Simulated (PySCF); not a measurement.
**A gas-phase reaction: FH3Si + Br2 → BrFH2Si + BrH**

Wanted: the reaction energy for `F[SiH3]` + `BrBr` → `F[SiH2]Br` + `Br`.

Programs: PySCF 2.14.0. All values are calculated, for the isolated system unless a continuum is named. Atoms count from 0, parts from 1.

### 1 Starting point

Each species was relaxed by itself at PBE0-D3(BJ)/def2-SVPD.

### 2 Reaction energy: wB97M-D3(BJ)/def2-TZVPD

Job settings and geometry (Å):

```
{"job": {"kind": "react", "xc": "wB97M-D3(BJ)", "basis": "def2-TZVPD"}, "charge": 0, "multiplicity": 1}
-1 FH3Si charge 0 multiplicity 1
F      1.541600    -0.010550     0.382920
Si    -0.055470     0.006520     0.003470
H     -0.339730    -1.203820    -0.812900
H     -0.323050     1.249950    -0.767410
H     -0.819440    -0.012220     1.279180

-1 Br2 charge 0 multiplicity 1
Br     1.150530    -0.014610    -0.003200
Br    -1.150780     0.003580     0.004700

+1 BrFH2Si charge 0 multiplicity 1
F     -1.571960     0.362910    -0.174950
Si    -0.008110     0.013460     0.126890
Br     0.925230    -0.685300    -1.751380
H      0.657600     1.262190     0.564410
H      0.027550    -1.082550     1.122760

+1 BrH charge 0 multiplicity 1
Br     0.714980    -0.007470    -0.004220
H     -0.708630     0.011070     0.003840
```

With the program's defaults for keys left out, this is: wB97M-D3(BJ)/def2-TZVPD reaction energy of separated species, gas phase.

On the command line:

```sh
OMP_NUM_THREADS=1 python cluster_run.py task.json out
```

The driver reads the jobs from task.json and runs them one after another.

The log of the run:

```text
species 1 (FH3Si)
coarse grid: 19128 points
cycle   1  E = -391.2426503599  dE = -1.814e-01  |g| = 5.389e-01  |ddm| = 1.521e+00
cycle   2  E = -391.2328680290  dE =  9.782e-03  |g| = 6.728e-01  |ddm| = 5.636e-01
cycle   3  E = -391.2947853019  dE = -6.192e-02  |g| = 2.867e-02  |ddm| = 2.669e-01
cycle   4  E = -391.2949738060  dE = -1.885e-04  |g| = 9.181e-03  |ddm| = 3.524e-02
cycle   5  E = -391.2949932159  dE = -1.941e-05  |g| = 1.621e-03  |ddm| = 1.298e-02
cycle   6  E = -391.2949938512  dE = -6.353e-07  |g| = 3.379e-04  |ddm| = 2.510e-03
final grid: 39648 points
cycle   7  E = -391.2949739290  dE = -5.941e-08  |g| = 3.501e-04  |ddm| = 1.393e-03
cycle   8  E = -391.2949739267  dE =  2.252e-09  |g| = 4.027e-04  |ddm| = 3.659e-04
cycle   9  E = -391.2949739478  dE = -2.102e-08  |g| = 1.309e-05  |ddm| = 1.439e-04
cycle  10  E = -391.2949739479  dE = -1.630e-10  |g| = 2.879e-06  |ddm| = 3.969e-05
converged SCF energy = -391.2949739479

species 2 (Br2)
coarse grid: 14664 points
cycle   1  E = -5148.2886924540  dE = -2.032e+00  |g| = 4.158e-01  |ddm| = 1.565e+00
cycle   2  E = -5148.3001175921  dE = -1.143e-02  |g| = 2.962e-01  |ddm| = 3.425e-01
cycle   3  E = -5148.3083613891  dE = -8.244e-03  |g| = 9.005e-03  |ddm| = 1.528e-01
cycle   4  E = -5148.3084059432  dE = -4.455e-05  |g| = 2.023e-03  |ddm| = 1.256e-02
cycle   5  E = -5148.3084095157  dE = -3.573e-06  |g| = 6.167e-04  |ddm| = 4.103e-03
final grid: 26152 points
cycle   6  E = -5148.3084025069  dE = -1.104e-07  |g| = 3.660e-04  |ddm| = 8.868e-04
cycle   7  E = -5148.3084025306  dE = -2.364e-08  |g| = 2.411e-04  |ddm| = 4.759e-04
cycle   8  E = -5148.3084025448  dE = -1.417e-08  |g| = 2.159e-05  |ddm| = 1.721e-04
cycle   9  E = -5148.3084025450  dE = -2.201e-10  |g| = 1.096e-05  |ddm| = 2.976e-05
converged SCF energy = -5148.3084025450

species 3 (BrFH2Si)
coarse grid: 23992 points
cycle   1  E = -2964.8442356893  dE = -9.778e-01  |g| = 6.161e-01  |ddm| = 1.778e+00
cycle   2  E = -2964.8424048995  dE =  1.831e-03  |g| = 7.081e-01  |ddm| = 7.000e-01
cycle   3  E = -2964.9136558985  dE = -7.125e-02  |g| = 6.372e-02  |ddm| = 3.278e-01
cycle   4  E = -2964.9142908353  dE = -6.349e-04  |g| = 1.397e-02  |ddm| = 5.327e-02
cycle   5  E = -2964.9143458747  dE = -5.504e-05  |g| = 3.864e-03  |ddm| = 1.820e-02
cycle   6  E = -2964.9143496122  dE = -3.737e-06  |g| = 1.126e-03  |ddm| = 5.242e-03
final grid: 47352 points
cycle   7  E = -2964.9143367226  dE = -3.900e-07  |g| = 8.875e-04  |ddm| = 2.433e-03
cycle   8  E = -2964.9143367810  dE = -5.847e-08  |g| = 8.324e-04  |ddm| = 1.101e-03
cycle   9  E = -2964.9143368700  dE = -8.899e-08  |g| = 9.556e-05  |ddm| = 4.343e-04
cycle  10  E = -2964.9143368733  dE = -3.244e-09  |g| = 4.901e-05  |ddm| = 1.086e-04
cycle  11  E = -2964.9143368746  dE = -1.309e-09  |g| = 7.244e-06  |ddm| = 1.037e-04
cycle  12  E = -2964.9143368746  dE = -2.501e-11  |g| = 1.926e-06  |ddm| = 9.777e-06
converged SCF energy = -2964.9143368746

species 4 (BrH)
coarse grid: 9808 points
cycle   1  E = -2574.7444816315  dE = -1.115e+00  |g| = 2.814e-01  |ddm| = 9.887e-01
cycle   2  E = -2574.7574487847  dE = -1.297e-02  |g| = 1.487e-01  |ddm| = 2.655e-01
cycle   3  E = -2574.7608846116  dE = -3.436e-03  |g| = 8.657e-03  |ddm| = 8.708e-02
cycle   4  E = -2574.7609219768  dE = -3.737e-05  |g| = 2.523e-03  |ddm| = 1.268e-02
cycle   5  E = -2574.7609264073  dE = -4.431e-06  |g| = 6.497e-04  |ddm| = 4.934e-03
final grid: 18448 points
cycle   6  E = -2574.7609110605  dE = -1.922e-07  |g| = 3.884e-04  |ddm| = 9.242e-04
cycle   7  E = -2574.7609110881  dE = -2.761e-08  |g| = 2.730e-04  |ddm| = 3.937e-04
cycle   8  E = -2574.7609110952  dE = -7.090e-09  |g| = 3.378e-05  |ddm| = 1.359e-04
cycle   9  E = -2574.7609110962  dE = -1.027e-09  |g| = 1.120e-05  |ddm| = 6.291e-05
cycle  10  E = -2574.7609110963  dE = -5.457e-11  |g| = 1.704e-06  |ddm| = 1.293e-05
converged SCF energy = -2574.7609110963

Reaction energy = -45.439 kcal/mol
```

It took 13 s on 1 thread of Arm Neoverse V1, shared host; peak memory 0.57 GiB.

Species by species (with the dispersion term, which the log's SCF energies lack):

```tsv
ν	species	energy (Eh)	HOMO (eV)
-1	F[SiH3]	-391.29781	-12.24
-1	BrBr	-5148.30959	-10.44
+1	F[SiH2]Br	-2964.91834	-11.08
+1	Br	-2574.76148	-11.15
```

### 3 Energies of the species: PBE0-D3(BJ)/def2-TZVPD

Settings changed since step 2:

```diff
@@ -1,2 +1,2 @@
-{"job": {"kind": "react", "xc": "wB97M-D3(BJ)", "basis": "def2-TZVPD"}, "charge": 0, "multiplicity": 1}
+{"job": {"kind": "react", "xc": "PBE0", "basis": "def2-TZVPD", "disp": "d3bj"}, "charge": 0, "multiplicity": 1}
 -1 FH3Si charge 0 multiplicity 1
```

Level: PBE0-D3(BJ)/def2-TZVPD reaction energy of separated species, gas phase.

The log of the run:

```text
species 1 (FH3Si)
coarse grid: 4576 points
cycle   1  E = -390.9705638688  dE = -1.235e-01  |g| = 5.334e-01  |ddm| = 1.512e+00
cycle   2  E = -390.8863332849  dE =  8.423e-02  |g| = 9.266e-01  |ddm| = 6.648e-01
cycle   3  E = -391.0158312105  dE = -1.295e-01  |g| = 2.714e-02  |ddm| = 4.195e-01
cycle   4  E = -391.0159278250  dE = -9.661e-05  |g| = 9.796e-03  |ddm| = 2.675e-02
cycle   5  E = -391.0159415710  dE = -1.375e-05  |g| = 6.567e-04  |ddm| = 8.746e-03
cycle   6  E = -391.0159416922  dE = -1.212e-07  |g| = 1.561e-04  |ddm| = 1.052e-03
final grid: 39648 points
cycle   7  E = -391.0183217818  dE = -1.032e-05  |g| = 2.151e-03  |ddm| = 1.061e-02
cycle   8  E = -391.0183211132  dE =  6.686e-07  |g| = 3.022e-03  |ddm| = 2.210e-03
cycle   9  E = -391.0183223834  dE = -1.270e-06  |g| = 2.528e-04  |ddm| = 1.334e-03
cycle  10  E = -391.0183223920  dE = -8.576e-09  |g| = 3.240e-05  |ddm| = 1.648e-04
cycle  11  E = -391.0183223921  dE = -1.566e-10  |g| = 5.280e-06  |ddm| = 2.830e-05
converged SCF energy = -391.0183223921

species 2 (Br2)
coarse grid: 14664 points
cycle   1  E = -5147.6955176601  dE = -1.992e+00  |g| = 4.158e-01  |ddm| = 1.609e+00
cycle   2  E = -5147.7001487900  dE = -4.631e-03  |g| = 3.188e-01  |ddm| = 3.040e-01
cycle   3  E = -5147.7078031289  dE = -7.654e-03  |g| = 2.250e-02  |ddm| = 1.633e-01
cycle   4  E = -5147.7079142057  dE = -1.111e-04  |g| = 7.934e-03  |ddm| = 2.329e-02
cycle   5  E = -5147.7079304932  dE = -1.629e-05  |g| = 5.812e-04  |ddm| = 6.034e-03
cycle   6  E = -5147.7079305520  dE = -5.879e-08  |g| = 9.434e-05  |ddm| = 7.038e-04
final grid: 26152 points
cycle   7  E = -5147.7079423697  dE = -3.390e-09  |g| = 8.877e-05  |ddm| = 2.100e-04
cycle   8  E = -5147.7079423700  dE = -2.774e-10  |g| = 7.653e-05  |ddm| = 1.001e-04
cycle   9  E = -5147.7079423704  dE = -4.093e-10  |g| = 2.366e-06  |ddm| = 3.914e-05
converged SCF energy = -5147.7079423704

species 3 (BrFH2Si)
coarse grid: 23992 points
cycle   1  E = -2964.2848913672  dE = -9.481e-01  |g| = 6.000e-01  |ddm| = 1.824e+00
cycle   2  E = -2964.1983333199  dE =  8.656e-02  |g| = 9.593e-01  |ddm| = 7.636e-01
cycle   3  E = -2964.3373962504  dE = -1.391e-01  |g| = 8.942e-02  |ddm| = 4.805e-01
cycle   4  E = -2964.3383253438  dE = -9.291e-04  |g| = 1.484e-02  |ddm| = 5.801e-02
cycle   5  E = -2964.3383627988  dE = -3.746e-05  |g| = 8.574e-03  |ddm| = 1.788e-02
cycle   6  E = -2964.3383812951  dE = -1.850e-05  |g| = 1.018e-03  |ddm| = 7.609e-03
cycle   7  E = -2964.3383814993  dE = -2.043e-07  |g| = 2.908e-04  |ddm| = 1.178e-03
final grid: 47352 points
cycle   8  E = -2964.3383805500  dE = -5.696e-08  |g| = 2.897e-04  |ddm| = 1.017e-03
cycle   9  E = -2964.3383805520  dE = -2.065e-09  |g| = 2.883e-04  |ddm| = 3.992e-04
cycle  10  E = -2964.3383805624  dE = -1.031e-08  |g| = 2.301e-05  |ddm| = 1.846e-04
cycle  11  E = -2964.3383805624  dE = -8.822e-11  |g| = 7.688e-06  |ddm| = 1.484e-05
converged SCF energy = -2964.3383805624

species 4 (BrH)
coarse grid: 9808 points
cycle   1  E = -2574.4494534590  dE = -1.081e+00  |g| = 2.724e-01  |ddm| = 1.042e+00
cycle   2  E = -2574.4540917309  dE = -4.638e-03  |g| = 1.699e-01  |ddm| = 2.601e-01
cycle   3  E = -2574.4588661891  dE = -4.774e-03  |g| = 3.007e-02  |ddm| = 1.194e-01
cycle   4  E = -2574.4590976810  dE = -2.315e-04  |g| = 4.156e-03  |ddm| = 2.212e-02
cycle   5  E = -2574.4591016835  dE = -4.003e-06  |g| = 1.311e-03  |ddm| = 4.270e-03
final grid: 18448 points
cycle   6  E = -2574.4591027866  dE = -7.034e-08  |g| = 1.375e-03  |ddm| = 2.024e-03
cycle   7  E = -2574.4591028009  dE = -1.433e-08  |g| = 1.399e-03  |ddm| = 1.791e-03
cycle   8  E = -2574.4591030219  dE = -2.209e-07  |g| = 5.149e-05  |ddm| = 8.398e-04
cycle   9  E = -2574.4591030225  dE = -6.762e-10  |g| = 1.026e-05  |ddm| = 4.413e-05
converged SCF energy = -2574.4591030225

Reaction energy = -45.014 kcal/mol
```

Run time: 7.3 s. Hardware: 1 thread of Arm Neoverse V1, shared host; peak memory 0.54 GiB.

Reaction energy at this level: -45.01 kcal/mol.

### 4 Energies of the species: MP2/def2-TZVPD

Settings changed since step 3:

```diff
@@ -1,2 +1,2 @@
-{"job": {"kind": "react", "xc": "PBE0", "basis": "def2-TZVPD", "disp": "d3bj"}, "charge": 0, "multiplicity": 1}
+{"job": {"kind": "react", "xc": "MP2", "basis": "def2-TZVPD"}, "charge": 0, "multiplicity": 1}
 -1 FH3Si charge 0 multiplicity 1
```

Method: MP2/def2-TZVPD reaction energy of separated species, gas phase.

The log of the run:

```text
species 1 (FH3Si)
final grid: 39648 points
cycle   1  E = -390.1765730021  dE = -2.892e-01  |g| = 4.858e-01  |ddm| = 1.478e+00
cycle   2  E = -390.2152853805  dE = -3.871e-02  |g| = 3.169e-01  |ddm| = 3.687e-01
cycle   3  E = -390.2291479940  dE = -1.386e-02  |g| = 3.516e-02  |ddm| = 1.397e-01
cycle   4  E = -390.2296474565  dE = -4.995e-04  |g| = 7.732e-03  |ddm| = 4.645e-02
cycle   5  E = -390.2296703457  dE = -2.289e-05  |g| = 1.437e-03  |ddm| = 1.235e-02
cycle   6  E = -390.2296711600  dE = -8.143e-07  |g| = 2.758e-04  |ddm| = 2.522e-03
cycle   7  E = -390.2296712153  dE = -5.532e-08  |g| = 5.637e-05  |ddm| = 5.359e-04
cycle   8  E = -390.2296712174  dE = -2.032e-09  |g| = 1.064e-05  |ddm| = 1.042e-04
cycle   9  E = -390.2296712174  dE = -7.179e-11  |g| = 2.488e-06  |ddm| = 2.675e-05
converged SCF energy = -390.2296712174

species 2 (Br2)
final grid: 26152 points
cycle   1  E = -5144.8048461165  dE = -2.062e+00  |g| = 2.909e-01  |ddm| = 1.538e+00
cycle   2  E = -5144.8189358679  dE = -1.409e-02  |g| = 1.474e-01  |ddm| = 2.565e-01
cycle   3  E = -5144.8217327976  dE = -2.797e-03  |g| = 1.800e-02  |ddm| = 9.135e-02
cycle   4  E = -5144.8218980087  dE = -1.652e-04  |g| = 4.299e-03  |ddm| = 2.375e-02
cycle   5  E = -5144.8219100950  dE = -1.209e-05  |g| = 1.080e-03  |ddm| = 6.539e-03
cycle   6  E = -5144.8219105984  dE = -5.034e-07  |g| = 1.901e-04  |ddm| = 1.295e-03
cycle   7  E = -5144.8219106148  dE = -1.640e-08  |g| = 2.978e-05  |ddm| = 2.742e-04
cycle   8  E = -5144.8219106152  dE = -3.492e-10  |g| = 3.080e-06  |ddm| = 6.117e-05
converged SCF energy = -5144.8219106152

species 3 (BrFH2Si)
final grid: 47352 points
cycle   1  E = -2962.0546325674  dE = -1.059e+00  |g| = 5.408e-01  |ddm| = 1.731e+00
cycle   2  E = -2962.1047412973  dE = -5.011e-02  |g| = 3.395e-01  |ddm| = 4.999e-01
cycle   3  E = -2962.1224073201  dE = -1.767e-02  |g| = 4.217e-02  |ddm| = 1.827e-01
cycle   4  E = -2962.1229875939  dE = -5.803e-04  |g| = 1.286e-02  |ddm| = 5.468e-02
cycle   5  E = -2962.1230477126  dE = -6.012e-05  |g| = 2.894e-03  |ddm| = 1.664e-02
cycle   6  E = -2962.1230519983  dE = -4.286e-06  |g| = 9.274e-04  |ddm| = 4.771e-03
cycle   7  E = -2962.1230525854  dE = -5.872e-07  |g| = 3.468e-04  |ddm| = 1.469e-03
cycle   8  E = -2962.1230526770  dE = -9.156e-08  |g| = 9.239e-05  |ddm| = 6.258e-04
cycle   9  E = -2962.1230526825  dE = -5.526e-09  |g| = 1.820e-05  |ddm| = 1.822e-04
cycle  10  E = -2962.1230526827  dE = -2.078e-10  |g| = 3.596e-06  |ddm| = 3.762e-05
converged SCF energy = -2962.1230526827

species 4 (BrH)
final grid: 18448 points
cycle   1  E = -2572.9852621355  dE = -1.144e+00  |g| = 2.202e-01  |ddm| = 9.639e-01
cycle   2  E = -2572.9999185608  dE = -1.466e-02  |g| = 7.760e-02  |ddm| = 2.157e-01
cycle   3  E = -2573.0014423423  dE = -1.524e-03  |g| = 1.588e-02  |ddm| = 5.815e-02
cycle   4  E = -2573.0016142426  dE = -1.719e-04  |g| = 5.005e-03  |ddm| = 1.886e-02
cycle   5  E = -2573.0016333685  dE = -1.913e-05  |g| = 1.691e-03  |ddm| = 6.805e-03
cycle   6  E = -2573.0016347716  dE = -1.403e-06  |g| = 3.418e-04  |ddm| = 2.059e-03
cycle   7  E = -2573.0016348453  dE = -7.364e-08  |g| = 5.979e-05  |ddm| = 6.414e-04
cycle   8  E = -2573.0016348467  dE = -1.439e-09  |g| = 8.468e-06  |ddm| = 8.660e-05
cycle   9  E = -2573.0016348467  dE = -4.002e-11  |g| = 1.310e-06  |ddm| = 1.889e-05
converged SCF energy = -2573.0016348467

Reaction energy = -48.016 kcal/mol
```

It took 4.1 s on 1 thread of Arm Neoverse V1, shared host; peak memory 0.39 GiB.

Reaction energy at this level: -48.02 kcal/mol.

### 5 Comparing the runs

Energies in kcal/mol, with wall time:

```tsv
run	reaction	time
wB97M-D3(BJ)/def2-TZVPD	-45.44	13 s
PBE0-D3(BJ)/def2-TZVPD	-45.01	7.3 s
MP2/def2-TZVPD	-48.02	4.1 s
```

### 6 Outcome

| quantity | value |
| --- | --- |
| reaction energy (wB97M-D3(BJ)/def2-TZVPD) | -45.44 kcal/mol |
| ΔH, ΔG at 298 K (xTB thermal terms) | -45.7, -46.2 kcal/mol |
| range of the reaction energy over the runs of this table | -48.02 to -45.01 kcal/mol |

The reaction is exothermic by 45.7 kcal/mol in the gas phase; dispersion gives -0.34, and xTB itself gave -23.00 for the electronic energy (xTB energies and thermal terms come from the earlier relaxation of each species, not shown). No barrier was sought. xTB and this level differ widely in the electronic energy, so what comes from xTB (the thermal terms above all) is less safe here. The reaction energy runs from -48.02 (MP2/def2-TZVPD) to -45.01 kcal/mol (PBE0-D3(BJ)/def2-TZVPD).
